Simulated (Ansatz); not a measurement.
**FeGe in Ansatz: the effect of pseudo set**

The system is FeGe.

```
Ge Fe
1.0
     4.68900    0.00000    0.00000
     0.00000    4.68900    0.00000
     0.00000    0.00000    4.68900
Ge Fe
4 4
Cartesian
  0.7409 1.6036 3.0854
  1.6036 3.0854 0.7409
  3.0854 0.7409 1.6036
  3.9481 3.9481 3.9481
  4.0560 2.9775 1.7115
  2.9775 1.7115 4.0560
  1.7115 4.0560 2.9775
  0.6330 0.6330 0.6330
```

Alike in all runs:

| Quantity | Value |
| --- | --- |
| Program | Ansatz 0.2.0 |
| Task | relaxation of cell and atoms |
| Functional | PBE |
| k mesh | 6 × 6 × 6 |
| Occupations | fermi-dirac, width 0.05 eV |
| Spin | collinear spin, ferromagnetic start |
| Starting moments | [0.0, 0.0, 0.0, 0.0, 3.0, 3.0, 3.0, 3.0] μB |

Each run relaxes the cell or the atoms first.

Problem. One run gave: relaxed volume 12.74 Å³/atom; moment 4.53 μB. Which pseudo set did it use?
A. Ansatz PAW earlier set
B. Ansatz PAW
C. JTH PAW
D. PseudoDojo standard
E. Ansatz NC

Solution. D.

```tsv
pseudo set	cutoff	relaxed volume (Å³/atom)	moment (μB)
Ansatz PAW	420 eV (not typed: the program's choice for these potentials)	12.67	4.16
Ansatz PAW accurate	950 eV	12.68	4.17
JTH PAW	1320 eV (not typed: the program's choice for these potentials)	12.69	4.18
Ansatz PAW earlier set	844 eV (not typed: the program's choice for these potentials)	12.68	4.17
SPMS NC	871 eV (not typed: the program's choice for these potentials)	12.68	4.31
PseudoDojo standard	1225 eV	12.74	4.53
PseudoDojo stringent	1687 eV	12.69	4.32
Ansatz NC	1225 eV (not typed: the program's choice for these potentials)	12.67	4.17
```

Caveats: the plane-wave basis is chosen anew once the cell has moved, so the energies of steps on either side of that aren't comparable.

The runs don't all hold the same shells in valence.
